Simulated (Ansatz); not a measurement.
# C₂H₄NOSi radical: how energies converge with the basis set

One table from this session's results is given with a row withheld; the runs are named, their logs left out.

Computed with Ansatz 0.2.0, Gaussian basis. Level: one geometry, several basis sets.

The runs, in order: PBE0-D4/def2-SVP; ωB97M-V/def2-SVP; PBE0-D4/def2-QZVPP; ωB97M-V/def2-QZVPP; the functionals' def2-TZVPP values are taken from earlier runs.

### Structure used throughout

An earlier PBE0-D4 in a triple-zeta def2 set relaxation fixed the geometry.

SMILES `C[SiH]N=C=O`, 9 atoms, charge 0, spin multiplicity 2.

Atoms are counted from 1 here; the program's logs count them from 0.

Bond lengths: C1–Si2 1.865 Å, C1–H6 1.094 Å, C1–H7 1.091 Å, C1–H8 1.092 Å, Si2–N3 1.715 Å, Si2–H9 1.490 Å, N3–C4 1.195 Å, C4–O5 1.166 Å. Angles: Si2–C1–H6 110.2°, Si2–C1–H7 111.1°, Si2–C1–H8 110.1°, H6–C1–H7 108.5°, H6–C1–H8 108.5°, H7–C1–H8 108.4°, C1–Si2–N3 109.4°, C1–Si2–H9 111.9°, N3–Si2–H9 107.3°, Si2–N3–C4 161.1°, N3–C4–O5 178.3°.

The first run:

File in.yaml:

```yaml
crystal:
  periodic: [false, false, false]
  atoms:
    - {symbol: C, position_ang: [-0.230814, 0.936523, 1.233294]}
    - {symbol: Si, position_ang: [-0.019084, 0.717329, -0.606895]}
    - {symbol: N, position_ang: [0.146995, -0.951164, -0.966617]}
    - {symbol: C, position_ang: [-0.027742, -2.022266, -1.465676]}
    - {symbol: O, position_ang: [-0.174108, -3.081089, -1.930942]}
    - {symbol: H, position_ang: [0.625044, 0.510558, 1.765367]}
    - {symbol: H, position_ang: [-1.138060, 0.442566, 1.585629]}
    - {symbol: H, position_ang: [-0.298185, 1.998630, 1.479354]}
    - {symbol: H, position_ang: [1.204455, 1.402713, -1.110514]}
basis:
  gaussian: {orbitals: def2-SVP}
magnetization: {spin_polarized: true, initial_magnetization: 1}
hamiltonian: {xc: pbe0, dispersion: d4}
output: {orbitals: {seedname: orbitals}}
```

Among the steps run: PBE0-D4 in def2-SVP; ωB97M-V in def2-SVP; PBE0-D4 in def2-QZVPP; ωB97M-V in def2-QZVPP.

One table of the session follows, with a row left open; its other results are not shown here.

It belongs to the step «Density functionals: the series». 

```
functional       basis  HOMO (eV)  LUMO (eV)
   PBE0-D4    def2-SVP      -5.94      -2.32
   PBE0-D4  def2-TZVPP      -6.01      -2.37
   PBE0-D4  def2-QZVPP      -6.03      -2.40
   ωB97M-V    def2-SVP          ?          ?
   ωB97M-V  def2-TZVPP      -7.73      -0.77
   ωB97M-V  def2-QZVPP      -7.76      -0.83
```

Estimate the missing values for ωB97M-V, def2-SVP.

As computed: HOMO (eV): -7.63; LUMO (eV): -0.65. In the column «HOMO (eV)» it lies between ωB97M-V, def2-TZVPP (-7.73) and PBE0-D4, def2-QZVPP (-6.03).
